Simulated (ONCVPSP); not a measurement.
# Pseudopotential generation for promethium: ONCV, PBE

Do these settings give a usable potential? It is generated, then checked for transferability, scattering, ghosts and hardness.

Method: ONCVPSP 4.0.1.1 (patched build), PBE, scalar-relativistic.

### Step 1. The design

The settings as typed:

| Quantity | Value |
| --- | --- |
| element | promethium (Pm, Z = 61) |
| type | optimised norm-conserving Vanderbilt (ONCV) |
| frozen core | [Kr] 4d10 |
| valence charge | 15 |
| reference configuration | 4f5 5s2 5p6 6s0.5 (charge +1.5) |
| partial waves | 5s+6s: rc 2.65 bohr, ncon 4, nbas 7, qcut 4.7 1/bohr, 2 projectors; 5p: rc 1.55 bohr, ncon 4, nbas 8, qcut 5.7 1/bohr, 2 projectors, debl 3 Ha; d scattering state at 0.26 Ha: rc 2.55 bohr, ncon 5, nbas 10, qcut 3.9 1/bohr, 2 projectors, debl 2.8 Ha; 4f: rc 1.05 bohr, ncon 3, nbas 8, qcut 15.9 1/bohr, local |
| local potential | the f channel |
| core correction | Teter function, fcfact 6, rcfact 1.45 |

An earlier all-electron run gives the scale for the radii.

All-electron outer shells of the reference configuration (PBE, scalar-relativistic, ld1.x):

```csv
shell,level (eV),outermost node (bohr),outermost maximum (bohr)
5s,-51.38,0.70,1.29
5p,-32.14,0.75,1.46
4f,-11.55,–,0.64
6s,-10.92,1.72,3.37
5d,-10.34,0.86,2.09
6p,-7.53,2.04,4.22
```

### Step 2. Generation

Pm.dat reads:

```
# ATOM AND REFERENCE CONFIGURATION
# atsym  z   nc   nv     iexc    psfile
  Pm 61.00    9    4        4      upf
#
#   n    l    f
    1    0    2.00
    2    0    2.00
    2    1    6.00
    3    0    2.00
    3    1    6.00
    3    2   10.00
    4    0    2.00
    4    1    6.00
    4    2   10.00
    4    3    5.00
    5    0    2.00
    5    1    6.00
    6    0    0.50
#
# PSEUDOPOTENTIAL AND OPTIMIZATION
# lmax
    3
#
#   l,   rc,      ep,       ncon, nbas, qcut
    0    2.65    0.00    4    7    4.70
    1    1.55    0.00    4    8    5.70
    2    2.55    0.26    5   10    3.90
    3    1.05    0.00    3    8   15.90
#
# LOCAL POTENTIAL
# lloc, lpopt,  rc(5),   dvloc0
    3    5    1.05    0.00
#
# VANDERBILT-KLEINMAN-BYLANDER PROJECTORs
# l, nproj, debl
    0    2    1.90
    1    2    3.00
    2    2    2.80
    3    0    1.70
#
# MODEL CORE CHARGE
# icmod, fcfact, rcfact
    3    6.00    1.45
#
# LOG DERIVATIVE ANALYSIS
# epsh1, epsh2, depsh
   -3.00    5.00    0.02
#
# OUTPUT GRID
# rlmax, drl
    6.00    0.01
#
# TEST CONFIGURATIONS
# ncnf
    4
# nvcnf
#   n    l    f
    4
    4    3    5.00
    5    0    2.00
    5    1    6.00
    6    0    2.00
#
    4
    4    3    5.00
    5    0    2.00
    5    1    6.00
    6    0    1.00
#
    4
    4    3    5.00
    5    0    2.00
    5    1    6.00
    6    0    0.00
#
    4
    4    3    5.00
    5    0    2.00
    5    1    5.00
    6    0    2.00
#
```

Started as:

```
oncvpsp.x < Pm.dat > Pm.out
```

**Question.** What will these runs give? Wanted: cutoffs for 1 and 0.1 mHa per electron, occupied waves; bound ghosts; GHOST(+) flags; largest test error; largest phase difference near zero energy, channels read; rms error of d²Exc/dn², without and with the model core; projector energies reset by the program.

The runs gave:

```
                                                quantity                             value
  cutoffs for 1 and 0.1 mHa per electron, occupied waves                 104 Ha and 115 Ha
                                            bound ghosts  s at -519.95 eV, p at -231.93 eV
                                          GHOST(+) flags                        d at 23 eV
                            largest test error (AE − PS)      -61 meV, for 4f5 5s2 5p5 6s2
largest phase difference near zero energy, channels read                         0.007 rad
 rms error of d²Exc/dn², without and with the model core                 9.21 and 3.78 mHa
                 projector energies reset by the program                d: 0.050, 2.850 Ha
```

**Reading.** A bound ghost (s, p) makes it unfit for use: electrons can fall into a state that the atom doesn't have. Close by lies the frozen 4p level (-246.1 eV). By total energies transferability is fair: the largest error is 61 meV on 16.8 eV, for 4f5 5s2 5p5 6s2. It counts as very hard, with 104 Ha needed at the looser tolerance. At the looser tolerance the 4f wave is the slowest; 5p needs 16 Ha. Near zero energy the phases of the channels with partial waves agree within 0.007 rad. The pseudo curves have a pole with no partner nearby in the atom's: d at 0.86 Ha. At positive energy that is a spurious or a displaced resonance. The program also flags highly localised states, GHOST(+) (d).
